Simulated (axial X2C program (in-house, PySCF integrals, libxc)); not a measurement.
# A two-component session on TaS⁺: properties at the nuclei

Aim: properties at the nuclei of TaS⁺, with spin–orbit coupling in the Hamiltonian from the start.

Method: two-component X2C with atomic mean-field terms, Ta dyall-cv3z, S dyall-av3z; program: an in-house X2C program for linear molecules on PySCF integrals.

All values are calculated.

## (1) The job

task.json

```json
{"zs": [73, 16], "q": 1, "bas": ["dyall-cv3z", "dyall-av3z"], "r0": 2.2, "levels": ["PBE0", "HF", "PBE", "B3LYP", "LDA"], "nst": 3}
```

Keys: zs atomic numbers; q charge; bas basis sets; r0 starting distance in Å; levels methods (HF also brings MP2); nst determinants followed.

Command:

```
> python soeom.py task.json out
```

Nuclei are Gaussian, cores are contracted, and the Gaunt term is on.

## (2) Expectation values, lowest determinant

R = 2.080 Å. State: Ω = 1 (excess of +ω over −ω: ω = -1/2, ω = 3/2).

Output of the PBE0 run:

```text
two-component X2C + atomic mean field  PBE0
basis functions 247  fitting functions 1222  grid points 5077
iter        total energy     max residual
   1     -16002.393422020     4.39e-06
   2     -16002.393422022     8.91e-06
   3     -16002.393422023     2.82e-06
converged
one-electron -22521.15400466  Coulomb 6581.00718157  exact exchange -85.09121675  xc functional -260.90111317  nuclear repulsion 297.15335690  atomic mean-field constant -13.40762591
```

The highest occupied spinor is 47% Ta s, 33% Ta d, 11% S p.

| level | Eeff magnitude (GV/cm) | Ws magnitude Ta (kHz) | A∥/gI Ta (MHz) | qzz Ta (a.u.) | A∥/gI S (MHz) | qzz S (a.u.) |
| --- | --- | --- | --- | --- | --- | --- |
| PBE0 | 14.7 | 12.6 | -4810 | -2.90 | -44.5 | -0.96 |
| HF | 12.3 | 8.78 | -4440 | -3.30 | -95.1 | -1.46 |
| PBE | 16.4 | 14.5 | -4770 | -3.12 | -38.2 | -0.90 |
| B3LYP | 16.2 | 14 | -4870 | -2.97 | -37.2 | -0.93 |
| LDA | 17.3 | 15.3 | -4970 | -3.11 | -35 | -0.94 |

Eeff is the effective electric field on the electron dipole moment in this Ω state and Ws the scalar–pseudoscalar constant (defined with the proton number Z and per Ω); A∥ is the parallel hyperfine constant, which follows by multiplying with the nuclear g factor gI = μI/(I μN); qzz is the electric field gradient, eQq0 = 234.96 MHz × Q/barn × qzz. The operators were transformed with the bare-nucleus X2C matrices.

## (3) Expectation values, a higher determinant

R = 2.080 Å. State: Ω = 3 (excess of +ω over −ω: ω = 1/2, ω = 5/2), 0.47 eV above the lowest in the PBE0 search for states (made at or near this distance, with looser thresholds).

Output of the PBE0 run:

```text
two-component X2C + atomic mean field  PBE0
basis functions 247  fitting functions 1222  grid points 5077
iter        total energy     max residual
   1     -16002.376012102     3.16e-06
   2     -16002.376012102     5.78e-06
converged
one-electron -22520.75057002  Coulomb 6580.61325914  exact exchange -85.08984762  xc functional -260.89458458  nuclear repulsion 297.15335690  atomic mean-field constant -13.40762591
```

The highest occupied spinor is 97% Ta d.

| level | Eeff magnitude (GV/cm) | Ws magnitude Ta (kHz) | A∥/gI Ta (MHz) | qzz Ta (a.u.) | A∥/gI S (MHz) | qzz S (a.u.) |
| --- | --- | --- | --- | --- | --- | --- |
| PBE0 | 13.7 | 4.03 | 2320 | -3.32 | 12.2 | -0.98 |
| HF | 10.4 | 2.44 | 2080 | -3.42 | -18.1 | -1.49 |
| PBE | 15.5 | 4.69 | 2330 | -3.60 | 15.5 | -0.92 |
| B3LYP | 15.2 | 4.52 | 2350 | -3.40 | 11.1 | -0.95 |
| LDA | 16.4 | 4.96 | 2410 | -3.59 | 14.5 | -0.97 |

## (4) Expectation values, a higher determinant

R = 2.080 Å. State: Ω = 2 (excess of +ω over −ω: ω = 1/2, ω = 3/2), 0.81 eV above the lowest in the PBE0 search for states (made at or near this distance, with looser thresholds).

Output of the PBE0 run:

```text
two-component X2C + atomic mean field  PBE0
basis functions 247  fitting functions 1222  grid points 5077
iter        total energy     max residual
   1     -16002.363777114     4.00e-06
   2     -16002.363777117     7.79e-06
   3     -16002.363777120     2.05e-06
   4     -16002.363777122     1.60e-06
   5     -16002.363777123     6.67e-07
converged
one-electron -22520.80763790  Coulomb 6580.65020736  exact exchange -85.07883350  xc functional -260.87324407  nuclear repulsion 297.15335690  atomic mean-field constant -13.40762591
```

The highest occupied spinor is 48% Ta s, 32% Ta d, 11% S p.

| level | Eeff magnitude (GV/cm) | Ws magnitude Ta (kHz) | A∥/gI Ta (MHz) | qzz Ta (a.u.) | A∥/gI S (MHz) | qzz S (a.u.) |
| --- | --- | --- | --- | --- | --- | --- |
| PBE0 | 11.8 | 5.63 | 4020 | -2.89 | 8.46 | -0.95 |
| HF | 20.9 | 10.6 | 4030 | -2.76 | -34.2 | -1.32 |
| PBE | 13.7 | 6.5 | 3970 | -3.24 | 14.7 | -0.91 |
| B3LYP | 14.2 | 6.72 | 4030 | -3.05 | 11 | -0.95 |
| LDA | 14.4 | 6.8 | 4010 | -3.25 | 17.2 | -0.95 |

## (5) Results

```
                                        quantity                                            value
                              lowest determinant  Ω = 1 (excess of +ω over −ω: ω = -1/2, ω = 3/2)
                    Eeff magnitude (GV/cm), PBE0                                             14.7
                     Ws magnitude Ta (kHz), PBE0                                             12.6
                            A∥/gI Ta (MHz), PBE0                                            -4810
                             qzz Ta (a.u.), PBE0                                            -2.90
                              higher determinant   Ω = 3 (excess of +ω over −ω: ω = 1/2, ω = 5/2)
Eeff magnitude (GV/cm), PBE0, higher determinant                                             13.7
 Ws magnitude Ta (kHz), PBE0, higher determinant                                             4.03
        A∥/gI Ta (MHz), PBE0, higher determinant                                             2320
         qzz Ta (a.u.), PBE0, higher determinant                                            -3.32
                              higher determinant   Ω = 2 (excess of +ω over −ω: ω = 1/2, ω = 3/2)
Eeff magnitude (GV/cm), PBE0, higher determinant                                             11.8
 Ws magnitude Ta (kHz), PBE0, higher determinant                                             5.63
        A∥/gI Ta (MHz), PBE0, higher determinant                                             4020
         qzz Ta (a.u.), PBE0, higher determinant                                            -2.89
```

**Reading.** In the first state, the effective field runs from 12.3 to 17.3 GV/cm over the mean-field levels. The expectation values come from single determinants, which for open shells can mix terms of unlike spin or miss the lowest Ω, so a determinant need not be a state. Eeff is the effective electric field on the electron dipole moment in this Ω state and Ws the scalar–pseudoscalar constant (defined with the proton number Z and per Ω); A∥ is the parallel hyperfine constant, which follows by multiplying with the nuclear g factor gI = μI/(I μN); qzz is the electric field gradient, eQq0 = 234.96 MHz × Q/barn × qzz. The operators were transformed with the bare-nucleus X2C matrices.
